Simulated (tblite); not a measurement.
# C7H13NOSi: the cost of one run

Computed with tblite 0.8.0 and PySCF 2.14.0, with density-fitted response routines of our own, on a single molecule in the gas phase. Atoms count from 0, in the outputs and in this text.

### Step 1. Starting geometry

23 atoms, charge 0, multiplicity 1; geometry from: force field or distance geometry start.

Bonds of the start (Å): C0–C1 1.51, C1–C2 1.54, C1–N3 1.47, N3–Si4 1.71, Si4–C5 1.87, C5–C6 1.40, C6–C7 1.42, C7–C8 1.37, C8–O9 1.36, O9–C5 1.38, C0–H10 1.10, C0–H11 1.09, C0–H12 1.09, C1–H13 1.10, C2–H14 1.10, C2–H15 1.09, C2–H16 1.10, N3–H17 1.03, Si4–H18 1.49, Si4–H19 1.48, C6–H20 1.08, C7–H21 1.08, C8–H22 1.08.

### Step 2. Geometry optimisation with GFN2-xTB

The job: settings as JSON, then the geometry in Å.

```
{"job": {"kind": "relax", "xc": "GFN2-xTB", "basis": "xTB"}, "charge": 0, "multiplicity": 1}
C     -2.601800     0.751700    -0.595800
C     -1.662500    -0.247500     0.045700
C     -2.458200    -1.403700     0.670100
N     -0.847400     0.376500     1.101800
Si     0.467200     1.436800     0.865800
C      1.865000     0.486800     0.072400
C      2.721100     0.733100    -1.003200
C      3.594500    -0.376900    -1.110900
C      3.234800    -1.251300    -0.112800
O      2.196100    -0.742700     0.611900
H     -3.270000     1.220400     0.146000
H     -2.069000     1.545600    -1.113300
H     -3.251300     0.260100    -1.326700
H     -1.003300    -0.683100    -0.720000
H     -3.080000    -1.885000    -0.096200
H     -1.810800    -2.158300     1.114300
H     -3.139500    -1.039700     1.457700
H     -0.461000    -0.379000     1.691400
H      0.020100     2.542100    -0.020800
H      0.875300     1.961400     2.190500
H      2.704700     1.618900    -1.621600
H      4.375100    -0.530000    -1.837900
H      3.595900    -2.209200     0.215500
```

Started as:

```sh
$ OMP_NUM_THREADS=1 python probes_run.py task.json out
```

One launch serves the whole session: the jobs run in the order shown.

Q: Estimate the wall time and peak memory of this first job on 1 thread of Arm Neoverse V1, shared host.

About 1.5 s, with a peak of 0.18 GiB.
